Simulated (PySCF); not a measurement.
# MoN(OH)3: geometry, NMR shifts and electronic excitations

Aim: predict the NMR shifts and electronic excitations of MoN(OH)3 (`[N]#[Mo]([OH])([OH])[OH]`).

The runs use PySCF 2.14.0, with density-fitted response routines of our own; the level of theory stands in each step. All values are computed, except where a source is named. Atoms count from 0, in the outputs and in this text.

**1. Starting geometry**

8 atoms, charge 0, multiplicity 1; geometry from: GFN2-xTB.

Bonds of the start (Å): Mo0–N1 1.70, Mo0–O2 1.82, Mo0–O4 1.83, Mo0–O6 1.83, O2–H3 0.97, O4–H5 0.97, O6–H7 0.96.

**2. Relaxing the molecule at PBE0-D3(BJ)/def2-SVP**

Job settings and geometry (Å):

```
{"job": {"xc": "PBE0", "basis": "def2-SVP", "d3": "d3bj", "grid": 1, "maxiter": 40, "kind": "geom"}, "charge": 0, "multiplicity": 1}
Mo     0.007110    -0.002600    -0.058540
N      0.018860     0.028110     1.643340
O      1.723880     0.415510    -0.512740
H      2.557910     0.637110    -0.079560
O     -1.229640     1.265990    -0.502690
H     -1.823460     1.882350    -0.056260
O     -0.501690    -1.711380    -0.452390
H     -0.752970    -2.515080     0.018850
```

What it wrote:

```text
step   0  E = -350.00753054  max force = 0.119487
step   1  E = -350.01835522  max force = 0.044254
step   2  E = -350.02142415  max force = 0.007327
step   3  E = -350.02288538  max force = 0.008792
step   4  E = -350.02333462  max force = 0.004571
step   5  E = -350.02338944  max force = 0.000358
step   6  E = -350.02339528  max force = 0.000269
optimisation converged
```

It took 35 s on 1 thread, shared host.

Along the way:

```
step  energy from step 0 (eV)  largest force component (eV/Å)
   0                   0.0000                          6.1443
   1                  -0.2946                          2.2756
   2                  -0.3781                          0.3768
   3                  -0.4178                          0.4521
   4                  -0.4301                          0.2351
   5                  -0.4315                          0.0184
   6                  -0.4317                          0.0138
```

Close pairs (by a distance rule), those that changed most:

```
  bond  before (Å)  after (Å)  change (Å)
Mo0–N1       1.702      1.625      -0.077
Mo0–O2       1.824      1.877      +0.052
Mo0–O6       1.826      1.876      +0.051
Mo0–O4       1.827      1.876      +0.050
 O2–H3       0.966      0.964      -0.002
 O4–H5       0.965      0.964      -0.002
 O6–H7       0.965      0.964      -0.001
```

The end geometry stands in the next job.

| at the end point | value |
| --- | --- |
| point group (found at 0.08 Å tolerance) | C3v |
| rotational constants (GHz, main isotopes) | 3.673, 3.667, 2.887 |
| dipole moment (D) | 0.87 |

**3. NMR shieldings: PBE0/def2-TZVP+pcSseg-1**

Job settings and geometry (Å):

```
{"job": {"kind": "nmr", "xc": "PBE0", "basis": {"default": "pcSseg-1", "Mo": "def2-TZVP"}}, "charge": 0, "multiplicity": 1}
Mo    -0.000831    -0.000854    -0.049118
N      0.027490     0.036901     1.575378
O      1.745434     0.390693    -0.613648
H      2.458096     0.573209     0.008827
O     -1.239517     1.304551    -0.580915
H     -1.724293     1.843994     0.053641
O     -0.534009    -1.735799    -0.525332
H     -0.732371    -2.412685     0.131176
```

Method: GIAO PBE0/pcSseg-1 Mo:def2-TZVP NMR shielding, scalar relativity only through core potentials, gas phase.

What it wrote:

```text
coarse grid: 36248 points
cycle   1  E = -349.9368561364  dE = -6.266e+00  |g| = 1.295e+00  |ddm| = 4.082e+00
cycle   2  E = -349.2391031813  dE =  6.978e-01  |g| = 2.346e+00  |ddm| = 1.856e+00
cycle   3  E = -350.1535553147  dE = -9.145e-01  |g| = 6.183e-01  |ddm| = 1.336e+00
cycle   4  E = -350.2077782249  dE = -5.422e-02  |g| = 3.597e-01  |ddm| = 4.710e-01
cycle   5  E = -350.2337382916  dE = -2.596e-02  |g| = 5.636e-02  |ddm| = 2.047e-01
cycle   6  E = -350.2344092671  dE = -6.710e-04  |g| = 6.075e-03  |ddm| = 3.408e-02
cycle   7  E = -350.2344172436  dE = -7.976e-06  |g| = 1.004e-03  |ddm| = 3.974e-03
final grid: 75136 points
cycle   8  E = -350.2345144175  dE = -5.558e-09  |g| = 1.080e-03  |ddm| = 1.382e-03
cycle   9  E = -350.2345133971  dE =  1.020e-06  |g| = 2.524e-03  |ddm| = 1.768e-03
cycle  10  E = -350.2345145004  dE = -1.103e-06  |g| = 8.667e-04  |ddm| = 1.473e-03
cycle  11  E = -350.2345146325  dE = -1.321e-07  |g| = 2.414e-04  |ddm| = 4.964e-04
cycle  12  E = -350.2345146436  dE = -1.107e-08  |g| = 1.011e-05  |ddm| = 1.246e-04
cycle  13  E = -350.2345146436  dE = -1.796e-11  |g| = 2.730e-06  |ddm| = 8.575e-06
converged SCF energy = -350.2345146436

GIAO shielding tensors (ppm)
atom      isotropic    diamagn.    paramagn.     s11        s22        s33       span
  0 Mo         nan         nan         nan        nan        nan        nan        nan
  1 N     -648.189     332.027    -980.216  -1049.948  -1049.300    154.681   1204.628
  2 O       60.043     392.074    -332.032   -329.164    170.850    338.442    667.606
  3 H       21.669      30.599      -8.929     17.657     22.818     24.533      6.876
  4 O       59.969     392.082    -332.112   -329.010    170.860    338.058    667.068
  5 H       21.674      30.604      -8.930     17.659     22.818     24.545      6.886
  6 O       60.193     392.080    -331.887   -328.476    170.881    338.175    666.651
  7 H       21.685      30.605      -8.920     17.673     22.833     24.548      6.875
```

It took 8 s on 1 thread, shared host.

Shifts follow as δ = σ(reference) − σ, with reference shieldings (ppm) from runs at the same level and on the same kind of geometry: ¹H TMS 31.27, ¹⁵N NH3 265.7, ¹⁷O H2O 334.6. The references are single molecules in the gas phase, so shifts against H2O, NH3, PH3, H3PO4 or CFCl3 are not on the usual liquid scales and can be off by tens of ppm. Atoms listed in one row are averaged.

```
     atoms                         environment  σ (ppm)  δ (ppm)
H3, H5, H7  hydrogen on an oxygen bonded to Mo    21.68     9.59
        N1               nitrogen bonded to Mo   -648.2    913.9
O2, O4, O6              oxygen bonded to Mo, H     60.1    274.5
```

Atoms past Kr carry core potentials, so their printed shieldings have no meaning and are left out of the table.

The run also stored atomic charges by several schemes (e):

| atoms | Mulliken | ESP fit |
| --- | --- | --- |
| Mo0 | 1.31 | 1.42 |
| N1 | -0.38 | -0.61 |
| O2, O4, O6 | -0.59 | -0.67 |

Mayer bond orders: Mo0–N1 2.81, Mo0–O2 0.98, Mo0–O4 0.98, Mo0–O6 0.98.

With diffuse functions Mulliken charges and Mayer bond orders lose their meaning; the other schemes are steadier.

**4. Excited states and response: PBE0/def2-SVPD**

Settings changed since step 3:

```diff
@@ -1,2 +1,2 @@
-{"job": {"kind": "nmr", "xc": "PBE0", "basis": {"default": "pcSseg-1", "Mo": "def2-TZVP"}}, "charge": 0, "multiplicity": 1}
+{"job": {"kind": "uv", "xc": "PBE0", "basis": "def2-SVPD", "ip": true, "nstates": 10}, "charge": 0, "multiplicity": 1}
 Mo    -0.000831    -0.000854    -0.049118
```

Method: TDDFT PBE0/def2-SVPD, vertical, gas phase, core orbitals frozen in the response.

What it wrote:

```text
coarse grid: 36248 points
cycle   1  E = -349.7258385908  dE = -7.406e+00  |g| = 1.300e+00  |ddm| = 4.045e+00
cycle   2  E = -348.6149808635  dE =  1.111e+00  |g| = 2.722e+00  |ddm| = 2.925e+00
cycle   3  E = -349.9193575381  dE = -1.304e+00  |g| = 7.507e-01  |ddm| = 2.354e+00
cycle   4  E = -350.0172758930  dE = -9.792e-02  |g| = 3.602e-01  |ddm| = 8.439e-01
cycle   5  E = -350.0442657164  dE = -2.699e-02  |g| = 6.248e-02  |ddm| = 3.148e-01
cycle   6  E = -350.0452084425  dE = -9.427e-04  |g| = 4.479e-03  |ddm| = 7.223e-02
cycle   7  E = -350.0452125127  dE = -4.070e-06  |g| = 1.132e-03  |ddm| = 4.676e-03
final grid: 75136 points
cycle   8  E = -350.0452949702  dE =  3.872e-07  |g| = 1.827e-03  |ddm| = 2.974e-03
cycle   9  E = -350.0452880405  dE =  6.930e-06  |g| = 6.093e-03  |ddm| = 5.328e-03
cycle  10  E = -350.0452955507  dE = -7.510e-06  |g| = 7.709e-04  |ddm| = 4.448e-03
cycle  11  E = -350.0452956593  dE = -1.086e-07  |g| = 2.496e-04  |ddm| = 8.033e-04
cycle  12  E = -350.0452956716  dE = -1.233e-08  |g| = 1.319e-05  |ddm| = 1.912e-04
cycle  13  E = -350.0452956716  dE = -3.695e-11  |g| = 2.463e-06  |ddm| = 1.841e-05
converged SCF energy = -350.0452956716

Static polarisability (au): isotropic 56.286, principal 54.830 56.995 57.031

Singlet excitations
state   eV       nm        f      main configurations
  1   5.1466    240.9   0.00070   H->L 0.96
  2   5.1472    240.9   0.00070   H->L+1 0.96
  3   5.3333    232.5   0.00000   H-1->L+1 0.34, H-2->L 0.34, H-1->L 0.15
  4   5.6387    219.9   0.00076   H-1->L 0.40, H-2->L+1 0.39, H-1->L+1 0.10
  5   5.6391    219.9   0.00074   H-2->L 0.39, H-1->L+1 0.39, H-2->L+1 0.10
  6   5.8158    213.2   0.01370   H-2->L+1 0.30, H-1->L 0.29, H-2->L 0.13
  7   6.3524    195.2   0.00551   H-3->L 0.68, H-4->L 0.11, H-5->L+1 0.11
  8   6.3532    195.2   0.00547   H-3->L+1 0.68, H-4->L+1 0.11, H-5->L 0.11
  9   6.4888    191.1   0.00487   H->L+3 0.88
 10   6.4936    190.9   0.00485   H->L+4 0.88

Triplet excitations (Tamm-Dancoff, eV): 4.5640 4.6174 4.6180 4.9090
Vertical ionisation energy (delta-SCF) = 10.7148 eV
Vertical electron affinity (delta-SCF) = -0.3415 eV
```

It took 80 s on 1 thread, shared host.

The orbitals next to the gap, with their largest atomic shares:

| orbital | eV | atoms |
| --- | --- | --- |
| HOMO−3 | -9.60 | O4 31 %, O6 31 %, O2 31 % |
| HOMO−2 | -9.18 | N1 50 %, Mo0 31 %, O6 8 % |
| HOMO−1 | -9.18 | N1 50 %, Mo0 31 %, O4 9 % |
| HOMO | -8.69 | N1 57 %, Mo0 20 %, O6 7 % |
| LUMO | -1.62 | Mo0 60 %, O2 13 %, N1 10 % |
| LUMO+1 | -1.62 | Mo0 60 %, O6 11 %, O4 11 % |
| LUMO+2 | -0.37 | Mo0 56 %, O4 9 %, O2 9 % |

With each of the 10 states as a Gaussian band of 0.4 eV half-width at 1/e, the curve within the window shown has maxima at 196 nm (ε 890) L/(mol cm). Beyond the last state computed it falls off for lack of states. The curve at chosen wavelengths:

```tsv
nm	ε (L/mol/cm)
183	356
187	603
190	763
194	877
197	884
201	837
205	787
208	761
212	726
215	682
219	591
223	472
226	381
230	273
233	209
237	148
241	107
244	86
248	65
251	53
255	39
259	28
262	21
266	14
269	10
273	6
```

Ground-state properties from the same run:

```csv
property,computed
dipole moment (D),0.80
polarisability (Å³),8.34
HOMO–LUMO gap (eV),7.07
−ε(HOMO) (eV),8.69
```

**5. Nuclear shieldings: KT2/def2-TZVP+pcSseg-1**

Settings changed since step 4:

```diff
@@ -1,2 +1,2 @@
-{"job": {"kind": "uv", "xc": "PBE0", "basis": "def2-SVPD", "ip": true, "nstates": 10}, "charge": 0, "multiplicity": 1}
+{"job": {"kind": "nmr", "xc": "KT2", "basis": {"default": "pcSseg-1", "Mo": "def2-TZVP"}, "pop": false}, "charge": 0, "multiplicity": 1}
 Mo    -0.000831    -0.000854    -0.049118
```

Method: GIAO KT2/pcSseg-1 Mo:def2-TZVP NMR shielding, scalar relativity only through core potentials, gas phase.

What it wrote:

```text
coarse grid: 36248 points
cycle   1  E = -354.5717878675  dE = -5.913e+00  |g| = 1.498e+00  |ddm| = 4.020e+00
cycle   2  E = -352.8324078894  dE =  1.739e+00  |g| = 3.210e+00  |ddm| = 2.735e+00
cycle   3  E = -354.8064841019  dE = -1.974e+00  |g| = 8.436e-01  |ddm| = 2.271e+00
cycle   4  E = -354.9316879708  dE = -1.252e-01  |g| = 5.267e-01  |ddm| = 8.019e-01
cycle   5  E = -354.9591867395  dE = -2.750e-02  |g| = 3.787e-01  |ddm| = 3.985e-01
cycle   6  E = -354.9871564948  dE = -2.797e-02  |g| = 2.005e-02  |ddm| = 1.824e-01
cycle   7  E = -354.9872409060  dE = -8.441e-05  |g| = 7.012e-03  |ddm| = 1.755e-02
cycle   8  E = -354.9872479407  dE = -7.035e-06  |g| = 3.384e-03  |ddm| = 3.938e-03
cycle   9  E = -354.9872498550  dE = -1.914e-06  |g| = 1.577e-03  |ddm| = 2.237e-03
final grid: 75136 points
cycle  10  E = -354.9873414454  dE =  9.166e-06  |g| = 6.956e-03  |ddm| = 4.396e-03
cycle  11  E = -354.9871032088  dE =  2.382e-04  |g| = 3.518e-02  |ddm| = 2.010e-02
cycle  12  E = -354.9873472464  dE = -2.440e-04  |g| = 4.449e-03  |ddm| = 1.706e-02
cycle  13  E = -354.9873512722  dE = -4.026e-06  |g| = 1.717e-04  |ddm| = 2.437e-03
cycle  14  E = -354.9873512784  dE = -6.204e-09  |g| = 2.479e-05  |ddm| = 1.276e-04
cycle  15  E = -354.9873512785  dE = -9.550e-11  |g| = 1.341e-05  |ddm| = 2.071e-05
converged SCF energy = -354.9873512785

GIAO shielding tensors (ppm)
atom      isotropic    diamagn.    paramagn.     s11        s22        s33       span
  0 Mo         nan         nan         nan        nan        nan        nan        nan
  1 N     -509.556     333.057    -842.614   -845.950   -845.518    162.799   1008.750
  2 O       52.465     391.183    -338.718   -316.748    155.569    318.574    635.322
  3 H       21.648      30.529      -8.882     17.058     23.384     24.501      7.443
  4 O       52.372     391.189    -338.817   -316.668    155.571    318.214    634.882
  5 H       21.653      30.535      -8.882     17.058     23.383     24.517      7.458
  6 O       52.607     391.189    -338.582   -316.080    155.586    318.315    634.394
  7 H       21.663      30.535      -8.872     17.076     23.394     24.518      7.442
```

Run time: 13 s. Hardware: 1 thread, shared host.

Key values: δ N1 773.9, O2 278.2, H3 9.52 ppm (means over like atoms).

**6. Comparing the runs: NMR shifts**

Shifts (ppm), means over like atoms, with basis size and wall time:

```
                    run    H3     N1     O2  functions  time
PBE0/def2-TZVP+pcSseg-1  9.59  913.9  274.5        123   8 s
 KT2/def2-TZVP+pcSseg-1  9.52  773.9  278.2        123  13 s
```

**7. What came out**

| quantity | value |
| --- | --- |
| point group | C3v |
| rotational constants (main isotopes) | 3.67, 3.67, 2.89 GHz |
| ¹H shifts against TMS (PBE0/def2-TZVP+pcSseg-1, means over atoms taken as alike) | 9.59 ppm |
| ¹⁵N shifts against NH3 (PBE0/def2-TZVP+pcSseg-1) | 913.9 ppm |
| ¹⁷O shifts against H2O (PBE0/def2-TZVP+pcSseg-1, means over atoms taken as alike) | 274.5 ppm |
| lowest singlet (PBE0/def2-SVPD) | 5.15 eV (241 nm), f = 0.001 |
| brightest single state of those computed | state 6, 5.82 eV, f = 0.014 |
| lowest triplet | 4.56 eV |
| vertical ionisation energy (ΔSCF) | 10.71 eV |
| vertical electron affinity (ΔSCF) | -0.34 eV (unbound: the value hangs on the basis) |
| range of the shift of N1 | 773.9 to 913.9 ppm |

In words: The optimisation took 6 steps and gained 0.432 eV; among the close pairs (by a distance rule), Mo0–N1 changed most, from 1.702 to 1.625 Å. At PBE0/def2-TZVP+pcSseg-1: The widest tensor belongs to N1: span 1205 ppm, with a paramagnetic part of -980 ppm. The first singlet state (HOMO→LUMO 0.96) lies at 5.15 eV and is dark; of the 10 states computed, the strongest absorption comes from state 6 at 5.82 eV. The lowest triplet lies 0.58 eV below the lowest singlet (triplets in Tamm-Dancoff, singlets in full TDDFT). ΔSCF puts the ionisation energy at 10.71 eV, 2.03 eV above −ε(HOMO). Across the 2 runs the shift of N1 moves most, between 773.9 (KT2/def2-TZVP+pcSseg-1) and 913.9 ppm (PBE0/def2-TZVP+pcSseg-1). Spin-orbit coupling is left out, which matters for shieldings and couplings at and beside the heavy atoms.
